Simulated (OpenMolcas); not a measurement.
**CH6B2O (SMILES BB(C)O) at 6 levels**

Aim: a comparison of 6 runs (HF/STO-3G, B3LYP/6-31G*, M06-2X/def2-SVP, r2SCAN/def2-SVP, MP2/def2-SVP, CCSD(T)/def2-SVP) of CH6B2O. 

The calculation is run with OpenMolcas 26.06.

### 1 The molecule

CH6B2O: 10 atoms, total charge 0, spin state singlet. As SMILES, `BB(C)O`. The coordinates come from a PBE0-D4/def2-TZVP relaxation. This is one conformer, not always the lowest.

Bond lengths: B1–B2 1.681 Å, B2–C3 1.575 Å, B2–O4 1.367 Å, B1–H5 1.201 Å, B1–H6 1.200 Å, C3–H7 1.093 Å, C3–H8 1.094 Å, C3–H9 1.097 Å, O4–H10 0.959 Å. Some angles: B1–B2–C3 118.7°, B1–B2–O4 125.5°, C3–B2–O4 115.8°, B2–B1–H5 121.9°, B2–B1–H6 122.5°, B2–C3–H7 113.8°, B2–C3–H8 111.5°, B2–C3–H9 108.5°, B2–O4–H10 114.4°, H5–B1–H6 115.4°.

### 2 Energy and forces at HF/STO-3G (run 1)

calc.input

```
&GATEWAY
 BasLib = $CurrDir
 Coord
 10
 angstrom
 B       -1.157400       0.826800      -0.622100
 B        0.289400       0.045900      -0.271000
 C        0.377300      -0.834700       1.032200
 O        1.432600       0.117800      -1.017900
 H       -2.010400       0.312100      -1.292200
 H       -1.440400       1.898900      -0.162200
 H       -0.546500      -1.371000       1.265900
 H        1.200400      -1.552500       0.975700
 H        0.572700      -0.174500       1.886700
 H        1.365300       0.679800      -1.792300
 Basis = STO-3G
 Group = NoSym

&SEWARD

&SCF
 Thresholds = 1e-10 1e-07 1e-07 1e-05
 PrOrbitals = 1 1

&ALASKA
```

The basis set STO-3G is read from a file made from the Basis Set Exchange's data (not shown).

Command:

```sh
$ export MOLCAS_MEM=1860
$ pymolcas calc.input > calc.log
```

Log:

```text
--- Start Module: gateway ---
[...]
--- Stop Module: gateway /rc=_RC_ALL_IS_WELL_ ---
[...]
      Basis functions           26
[...]
--- Start Module: scf ---
[...]
       Convergence after  12 Iterations
[...]
::    Total SCF energy                               -163.5065016028
[...]
      Total spin, S                                     0.0000000000
[...]
      Total electronic charge=   30.000000
      Total            charge=   -0.000000
[...]
      Dipole Moment (debye):
      Origin of the operator (angstrom)=    0.3036    0.0226   -0.2290
                   X= -1.9449E-01               Y=  7.7939E-01               Z= -9.0564E-01           Total=  1.2106E+00
      Quadrupole Moment (debye*angstrom):
[...]
--- Stop Module: scf /rc=_RC_ALL_IS_WELL_ ---
--- Start Module: alaska ---
[...]
 *              Molecular gradients               *
 **************************************************
  Irreducible representation: a
 ------------------------------------------------------------------------------------------
                              X                       Y                       Z
 ------------------------------------------------------------------------------------------
  B1                2.36750944330923E-02   -1.01090100045735E-02    2.57395065287180E-03
  B2               -1.28570052007002E-02   -8.84180265533524E-03    2.26303185292063E-02
  C3               -3.79380672336455E-03    6.19429447570141E-03   -1.58633392717604E-02
  O4                1.13189360101060E-02    2.26620398088391E-02   -3.93641125110014E-02
  H5               -1.82326780046980E-02   -9.92660170491577E-03   -1.25511807501626E-02
  H6               -7.29853627630939E-03    2.10695619199717E-02    9.51772043078858E-03
  H7               -6.97513946711403E-03   -3.17484509808841E-03    4.20845357405231E-03
  H8                7.09158588429526E-03   -4.46127505175697E-03   -2.04859091304005E-03
[...]
--- Stop Module: alaska /rc=_RC_ALL_IS_WELL_ ---
[...]
```

Wall time 1.2 s (1 thread of Intel Xeon 6975P-C (Granite Rapids), shared host); peak memory 0.37 GiB.

### 3 Energy and gradient at B3LYP/6-31G(d) (Cartesian functions) (run 2)

test.input

```
&GATEWAY
  BasLib
  $CurrDir
  Coord
  10
  angstrom
  B       -1.157400       0.826800      -0.622100
  B        0.289400       0.045900      -0.271000
  C        0.377300      -0.834700       1.032200
  O        1.432600       0.117800      -1.017900
  H       -2.010400       0.312100      -1.292200
  H       -1.440400       1.898900      -0.162200
  H       -0.546500      -1.371000       1.265900
  H        1.200400      -1.552500       0.975700
  H        0.572700      -0.174500       1.886700
  H        1.365300       0.679800      -1.792300
  Basis
  6-31Gs
  Group
  NoSym

&SEWARD
  GridInput
  Grid=UltraFine
  End of Grid

&SCF
  KSDFT
  B3LYP
  Thresholds
  1e-10 1e-07 1e-07 1e-05
  PrOrbitals
  1 1

&ALASKA
```

The basis set 6-31G* is read from a file made from the Basis Set Exchange's data (not shown).

Command:

```sh
$ export MOLCAS_MEM=1860
$ pymolcas test.input > test.log
```

Log:

```text
--- Start Module: gateway ---
[...]
--- Stop Module: gateway /rc=_RC_ALL_IS_WELL_ ---
[...]
      Basis functions           72
[...]
--- Start Module: scf ---
[...]
       Convergence after  14 Iterations
[...]
::    Total KS-DFT energy                            -166.6563748077
[...]
      Total spin, S                                     0.0000000000
[...]
      Total electronic charge=   30.000000
      Total            charge=   -0.000000
[...]
      Dipole Moment (debye):
      Origin of the operator (angstrom)=    0.3036    0.0226   -0.2290
                   X= -6.2469E-02               Y=  6.8200E-01               Z= -8.0271E-01           Total=  1.0552E+00
      Quadrupole Moment (debye*angstrom):
[...]
--- Stop Module: scf /rc=_RC_ALL_IS_WELL_ ---
[...]
--- Start Module: alaska ---
[...]
 *              Molecular gradients               *
 **************************************************
  Irreducible representation: a
 ------------------------------------------------------------------------------------------
                              X                       Y                       Z
 ------------------------------------------------------------------------------------------
  B1                1.68346212455317E-03   -1.02087162558018E-03    3.59904939805533E-04
  B2                2.75190973216599E-03   -2.13285077632630E-03    2.36893375353953E-03
  C3               -7.70486705527679E-04    6.90302690345757E-04   -1.62109200733074E-03
  O4               -6.19341226700065E-03    5.69339558477622E-03   -4.74249416620953E-03
  H5                5.21147939171573E-04   -4.06974410910088E-04    1.01617024185208E-04
  H6                6.42309016661069E-04   -2.15707491343586E-04    2.28141621349987E-04
  H7                1.70473778745661E-03    1.54020143020217E-03   -6.56768904698790E-04
  H8               -1.47769616739035E-03    1.69437547493967E-03   -3.41543168964648E-04
[...]
--- Stop Module: alaska /rc=_RC_ALL_IS_WELL_ ---
[...]
```

Wall time 22 s (1 thread of Intel Xeon 6975P-C (Granite Rapids), shared host); peak memory 0.42 GiB.

Run 3 isn't shown in full; the table further down has it.

### 4 Energy and forces at r2SCAN/def2-SVP (run 4)

calc.input

```
* CH6B2O Kohn-Sham DFT
&GATEWAY
BASLIB = $CurrDir
COORD
10
angstrom
B       -1.157400       0.826800      -0.622100
B        0.289400       0.045900      -0.271000
C        0.377300      -0.834700       1.032200
O        1.432600       0.117800      -1.017900
H       -2.010400       0.312100      -1.292200
H       -1.440400       1.898900      -0.162200
H       -0.546500      -1.371000       1.265900
H        1.200400      -1.552500       0.975700
H        0.572700      -0.174500       1.886700
H        1.365300       0.679800      -1.792300
BASIS = def2-SVP
GROUP = NoSym
&SEWARD
GRIDINPUT
Grid=UltraFine
End of Grid
&SCF
KSDFT = 2
1.0 MGGA_X_R2SCAN
1.0 MGGA_C_R2SCAN
THRESHOLDS = 1e-10 1e-07 1e-07 1e-05
PRORBITALS = 1 2
&ALASKA
```

The basis set def2-SVP is read from a file made from the Basis Set Exchange's data (not shown).

Command:

```sh
$ export MOLCAS_MEM=1860
$ pymolcas calc.input > calc.log
```

Log:

```text
--- Start Module: gateway ---
[...]
--- Stop Module: gateway /rc=_RC_ALL_IS_WELL_ ---
[...]
      Basis functions           86
[...]
--- Start Module: scf ---
[...]
       Convergence after  15 Iterations
[...]
::    Total KS-DFT energy                            -166.4206300265
[...]
      Total spin, S                                     0.0000000000
[...]
      Total electronic charge=   30.000000
      Total            charge=   -0.000000
[...]
      Dipole Moment (debye):
      Origin of the operator (angstrom)=    0.3036    0.0226   -0.2290
                   X= -4.7523E-02               Y=  6.5108E-01               Z= -7.5841E-01           Total=  1.0007E+00
      Quadrupole Moment (debye*angstrom):
[...]
--- Stop Module: scf /rc=_RC_ALL_IS_WELL_ ---
[...]
--- Start Module: alaska ---
[...]
 *              Molecular gradients               *
 **************************************************
  Irreducible representation: a
 ------------------------------------------------------------------------------------------
                              X                       Y                       Z
 ------------------------------------------------------------------------------------------
  B1               -2.65573531033070E-03    1.56369323865113E-03   -1.07450799745767E-03
  B2               -3.09013463001939E-04   -1.10223402248588E-03    1.61904269196844E-03
  C3                8.89325249549516E-04   -1.24720746511198E-03    2.53247885029939E-03
  O4               -3.99214493091016E-03    3.81804248886075E-03   -3.28266275973244E-03
  H5                4.21686294727763E-03    2.16899106879065E-03    3.20137848470403E-03
  H6                1.68591557286879E-03   -5.11184891534588E-03   -2.02178155634969E-03
  H7                4.82749506998825E-03    2.83885851595622E-03   -1.60144573941223E-03
  H8               -4.61657241058999E-03    3.71489872764874E-03    4.90938826896520E-04
[...]
--- Stop Module: alaska /rc=_RC_ALL_IS_WELL_ ---
[...]
```

Run time: 35 s. Hardware: 1 thread of Intel Xeon 6975P-C (Granite Rapids), shared host; peak memory 0.47 GiB.

Run 5 isn't shown in full; the table further down has it.

### 5 A single-point energy at CCSD(T)/def2-SVP (run 6)

run.inp

```
>>> EXPORT MOLCAS_PRINT=2

&GATEWAY
  BasLib = $CurrDir
  Coord
  10
  bohr
  B     -2.18716902     1.56242556    -1.17559862
  B      0.54688674     0.08673843    -0.51211578
  C      0.71299367    -1.57735440     1.95057531
  O      2.70722165     0.22260974    -1.92355222
  H     -3.79910540     0.58978352    -2.44190410
  H     -2.72196151     3.58840094    -0.30651358
  H     -1.03273533    -2.59081452     2.39220430
  H      2.26842724    -2.93379981     1.84380578
  H      1.08224615    -0.32975721     3.56534628
  H      2.58004308     1.28463582    -3.38695613
  Basis = def2-SVP
  Group = NoSym

&SEWARD

&SCF
  Thresholds = 1e-10 1e-07 1e-07 1e-05
  PrOrbitals = 0

&RASSCF
  FileOrb = $Project.ScfOrb
  Spin = 1
  Nactel = 0 0 0
  Inactive = 15
  Ras2 = 0
  OutOrbitals = Canonical
  OrbListing = Nothing

&MOTRA
  JobIph
  Frozen = 4

&CCSDT
  CCT
  Triples = 2
  Iterations = 80
  Accuracy = 1e-08
  Extrapolation = 5 4
```

The basis set def2-SVP is read from a file made from the Basis Set Exchange's data (not shown).

Command:

```sh
$ export MOLCAS_MEM=1860
$ pymolcas run.inp > run.log
```

Log:

```text
--- Start Module: gateway ---
[...]
--- Stop Module: gateway /rc=_RC_ALL_IS_WELL_ ---
[...]
      Basis functions           86
[...]
       Convergence after  13 Iterations
[...]
::    Total SCF energy                               -165.4890215429
[...]
      Total spin, S                                     0.0000000000
[...]
      Number of active orbitals                  0
[...]
      Spin quantum number                      0.0
[...]
      Active orbitals                            0
[...]
      Number of CSFs                             1
[...]
      Number of root(s) required                 1
[...]
      Convergence after  4 iterations
[...]
      Natural orbitals and occupation numbers for root  1
      ************************************************************************************************************************
      *                                                    Final results                                                     *
      ************************************************************************************************************************
[...]
::    RASSCF root number  1 Total energy:   -165.48902154
[...]
      Total electronic charge=   30.000000
      Total            charge=   -0.000000
[...]
      Dipole Moment (debye):
      Origin of the operator (angstrom)=    0.3036    0.0226   -0.2290
                   X= -4.1726E-01               Y=  8.2624E-01               Z= -8.5359E-01           Total=  1.2591E+00
      Quadrupole Moment (debye*angstrom):
[...]
--- Start Module: motra ---
[...]
      *** WARNING: Default frozen orbitals is overwritten by user input.
      *** Default values:   4
[...]
--- Stop Module: motra /rc=_RC_ALL_IS_WELL_ ---
--- Start Module: ccsdt ---
[...]
      Convergence after                    17  Iterations
      Total energy (diff) :    -166.03128476      -0.00000001
[...]
 METHOD                       : CCSD+T(CCSD)+<T3(1)WT1> = CCSD(T)
[...]
       CCSD     =      -166.0312847589809
[...]
--- Stop Module: ccsdt /rc=_RC_ALL_IS_WELL_ ---
[...]
```

It took 41 s on 1 thread of Intel Xeon 6975P-C (Granite Rapids), shared host; peak memory 0.47 GiB.

### 6 All runs side by side

```csv
run,level,Cartesian functions,integration grid,energy (Eh),dipole moment (D) of the reference,HOMO energy (eV),LUMO energy (eV),wall time
1,HF/STO-3G,no,–,-163.506502,1.21,-9.10,6.66,1.2 s
2,B3LYP/6-31G* (Cartesian functions),yes,UltraFine,-166.656375,1.06,-7.16,-1.65,22 s
3,M06-2X/def2-SVP,no,UltraFine,-166.446612,1.11,-8.85,-0.83,34 s
4,r2SCAN/def2-SVP,no,UltraFine,-166.420630,1.00,-6.45,-2.38,35 s
5,MP2/def2-SVP,no,–,-165.983739,1.26,-11.01,1.86,4.8 s
6,CCSD(T)/def2-SVP,no,–,-166.045084,1.26,-11.01,1.86,41 s
```

### 7 What came out

| quantity | value |
| --- | --- |
| run 6: total energy | -166.04508 Eh |
| run 6: dipole moment (mean-field density) | 1.26 D |
| run 6: HOMO energy (Hartree–Fock orbitals) | -11.01 eV |
| run 6: LUMO energy (Hartree–Fock orbitals) | 1.86 eV |
| run 6: HOMO–LUMO gap (Hartree–Fock orbitals) | 12.86 eV |
| run 6: correlation energy (4 core orbitals frozen) | -556.1 mEh |
| run 6: (T) correction | -13.80 mEh |

Over runs 1, 2, 3, 4 the dipole moment (its size) runs from 1.00 D (r2SCAN/def2-SVP) to 1.21 D (HF/STO-3G). The two ends differ in method and basis. Over runs 1, 2, 3, 4 the HOMO–LUMO gap runs from 4.07 eV (r2SCAN/def2-SVP) to 15.76 eV (HF/STO-3G). Totals of different functionals can't be ranked against each other. In run 1 the basis is minimal, so the values are rough. All runs together took 2.3 min, the longest 41 s.
